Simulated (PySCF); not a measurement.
# AuCl2: stationary points from several starts

Aim: find the stationary points of AuCl2 from linear and bent starts in the doublet state, tell minima from saddle points, and describe the lowest.

Program: PySCF 2.14.0. Level of theory: PBE0, basis Au def2-SVP with ECP60, Cl def2-SVP, scalar-relativistic core potentials, no spin–orbit coupling, density fitting. These are calculated values, not measurements.

## Step 1: Where the work starts

3 atoms, charge 0, spin multiplicity 2.

Bond lengths: Au1–Cl2 2.230 Å, Au1–Cl3 2.230 Å. Angles: Cl2–Au1–Cl3 180.0°.

Z-matrix (Å, degrees; charge 0 multiplicity 2):
```
Au
Cl 1 2.2300
Cl 1 2.2300 2 180.00
```

## Step 2: Relaxing the doublet from the linear start

One driver script runs all steps and calls PySCF; scf.py shows how it sets up the SCF of each step. The optimiser is the driver's own. Before each start the driver seeks the lowest SCF state from one or more starting densities and follows internal instabilities, so scf.py alone need not reach the same state.

The program finds D∞h symmetry in the start, which this walk keeps.

The input, scf.py:

```python
from pyscf import gto, scf, dft
mol = gto.M(atom='''
Au     0.000000     0.000000     0.000000
Cl     0.000000     0.000000     2.230000
Cl     0.000000     0.000000    -2.230000''',
    basis={'Au': 'def2-SVP', 'Cl': 'def2-SVP'},
    ecp={'Au': 'def2-SVP'},
    charge=0, spin=1)
mf = dft.UKS(mol, xc='PBE0')
mf.grids.atom_grid = (50, 194)
aux = {'Au': 'def2-universal-JKFIT', 'Cl': 'def2-universal-JKFIT'}
mf = mf.density_fit(auxbasis=aux)
mf.kernel()
```

The optimiser's trace:

| step | energy (Eh) | change (kJ/mol) | largest symmetric gradient (Eh/bohr) |
| --- | --- | --- | --- |
| 0 | -1055.556096 | 0.00 | 0.00169 |
| 1 | -1055.556111 | -0.04 | 0.00023 |
| 2 | -1055.556111 | -0.04 | 0.00000 |

The walk took 12 s on 2 threads, shared host.

It settles in D∞h symmetry, 0.0 kJ/mol below the start, after 2 steps: Au–Cl 2.235 Å (×2); Cl–Au–Cl 180.0°.

## Step 3: Hessian and properties

On the finer grid the gradient is checked again; gradients at displacements of ±0.01 bohr then give force constants and infrared intensities.

Edit scf.py of step 2 so:

```diff
@@ -3,3 +3,3 @@
-Au     0.000000     0.000000     0.000000
-Cl     0.000000     0.000000     2.230000
-Cl     0.000000     0.000000    -2.230000''',
+Au     0.000000    -0.000000     0.000000
+Cl    -0.000000    -0.000000     2.234778
+Cl     0.000000     0.000000    -2.234778''',
@@ -10 +10 @@
-mf.grids.atom_grid = (50, 194)
+mf.grids.atom_grid = (75, 302)
```

The driver hands on the density of the step before, so the log starts near convergence.

SCF at the final geometry:

```text
init E= -1055.55611266584
[... the frontier-level lines of each cycle are left out ...]
cycle= 1 E= -1055.55611265918  delta_E= 6.66e-09  |g|= 0.000112  |ddm|= 0.000213
cycle= 2 E= -1055.55611261778  delta_E= 4.14e-08  |g|= 0.000274  |ddm|= 0.000529
cycle= 3 E= -1055.55611266704  delta_E= -4.93e-08  |g|= 1.55e-05  |ddm|= 0.000384
cycle= 4 E= -1055.55611266718  delta_E= -1.31e-10  |g|= 2.4e-07  |ddm|= 1.89e-05
cycle= 5 E= -1055.55611266717  delta_E= 1.82e-12  |g|= 1.12e-07  |ddm|= 3.62e-07
Extra cycle  E= -1055.55611266717  delta_E=    0  |g|= 1.65e-07  |ddm|= 5.68e-07
converged SCF energy = -1055.55611266717  <S^2> = 0.7540324  2S+1 = 2.0040283
```

The whole step took 50 s.

Geometry: D∞h; Au–Cl 2.235 Å (×2); Cl–Au–Cl 180.0°.

Modes, for the most abundant isotopes:

| ω (cm⁻¹) | IR (km/mol) | μ (u) | type |
| --- | --- | --- | --- |
| 65 | 1.2 | 44.58 | bend |
| 111 | 0.5 | 44.58 | bend |
| 358 | 0.0 | 34.97 | stretch |
| 396 | 18.2 | 44.58 | stretch |

All wavenumbers are real: a minimum.

Here the density breaks the symmetry of the frame, and no labels are given; pairs that should be degenerate can split.

Constants and moments:

| Quantity | Value |
| --- | --- |
| Dipole moment | 0.00 D |
| Highest occupied level | -8.43 eV |
| Lowest empty level | -6.47 eV |
| Rotational constants | 0.04826 cm⁻¹ |
| Zero-point energy | 5.6 kJ/mol |
| Principal polarisabilities | 30.9, 31.5, 141.2 bohr³ |
| Atomisation energy without zero-point energy | 479 kJ/mol |
| Principal traceless quadrupole moments about the centre of mass | -3.35, 0.57, 2.78 D Å |
| Entropy at 298.15 K and 1 bar (electronic part: spin only) | 296.8 J/(mol K) |
| Heat capacity Cp at 298.15 K | 58.2 J/(mol K) |
| Enthalpy at 298.15 K above 0 K | 14.41 kJ/mol |
| Rotational symmetry number | 2 |
| Spin squared ⟨S²⟩ | 0.754 |

Populations by atom (charges in e):

```tsv
atom	Mulliken	Löwdin	polar tensor	spin (Mulliken)	Mayer order to Au1
Au1	0.26	-0.25	0.46	0.29	–
Cl2,3	-0.13	0.12	-0.23	0.36	1.02
```

Outer orbital energies (eV). α occupied: -10.70, -10.68, -10.62, -10.48, -9.91, -9.35, -9.24, -8.62; empty: -1.10, 0.23, 0.39, 2.35. β occupied: -11.51, -10.51, -10.49, -10.46, -9.76, -9.27, -9.09, -8.43; empty: -6.47, -0.94, 0.33, 0.38.

Mulliken populations on Au1 (outside its core potential): s 2.97, p 6.26, d 9.50, f 0.01.

## Step 4: Bent start, doublet: relaxation

The program finds C2v symmetry in the start, which this walk keeps. The walk stops when the largest gradient is under 0.0003 Eh/bohr and the energy has settled too.

Edit scf.py of step 3 so:

```diff
@@ -3,3 +3,3 @@
-Au     0.000000    -0.000000     0.000000
-Cl    -0.000000    -0.000000     2.234778
-Cl     0.000000     0.000000    -2.234778''',
+Au     0.000000     0.000000    -0.335166
+Cl     1.826700    -0.000000     0.943934
+Cl    -1.826700     0.000000     0.943934''',
@@ -10 +10 @@
-mf.grids.atom_grid = (75, 302)
+mf.grids.atom_grid = (50, 194)
```

Steps of the walk:

| step | energy (Eh) | change (kJ/mol) | largest symmetric gradient (Eh/bohr) |
| --- | --- | --- | --- |
| 0 | -1055.530109 | 0.00 | 0.01941 |
| 1 | -1055.535311 | -13.66 | 0.01014 |
| 2 | -1055.540983 | -28.55 | 0.02398 |
| 3 | -1055.543220 | -34.42 | 0.02280 |
| 4 | -1055.548236 | -47.59 | 0.01550 |
| 5 | -1055.553249 | -60.75 | 0.00654 |
| 6 | -1055.555561 | -66.82 | 0.00777 |
| 7 | -1055.556008 | -68.00 | 0.00135 |
| 8 | -1055.556107 | -68.26 | 0.00039 |
| 9 | -1055.556111 | -68.27 | 0.00003 |

The walk took 47 s.

It settles in D∞h symmetry, 68.3 kJ/mol below the start, after 9 steps: Au–Cl 2.235 Å (×2); Cl–Au–Cl 179.9°.

## Step 5: Outcome

```
                                          quantity                                value
                                    lowest minimum                         doublet, D∞h
                                          geometry  Au–Cl 2.235 Å (×2); Cl–Au–Cl 180.0°
                                wavenumbers (cm⁻¹)                    65, 111, 358, 396
                                     dipole moment                               0.00 D
highest occupied, lowest empty level (either spin)                      -8.43, -6.47 eV
                        polar-tensor charge of Au1                              +0.46 e
                                 zero-point energy                           5.6 kJ/mol
                               entropy at 298.15 K                      296.8 J/(mol K)
         atomisation energy (no zero-point energy)                           479 kJ/mol
                                              ⟨S²⟩                                0.754
```

**Reading.** The lowest minimum found is the doublet of D∞h symmetry. In the infrared the band at 396 cm⁻¹ (stretch) leads. Au1 has a polar-tensor charge of +0.5 e (a dipole derivative, not a static charge), yet symmetry cancels the bond dipoles. A search over typed starts can miss a lower isomer. The SCF density has lower symmetry than the nuclear frame. Modes under about 90 cm⁻¹ are uncertain by tens of cm⁻¹. Other spin states or occupations of the open shell can lie lower. With an element this heavy the missing spin–orbit coupling can shift these numbers.

The search up to here took 2.5 min.
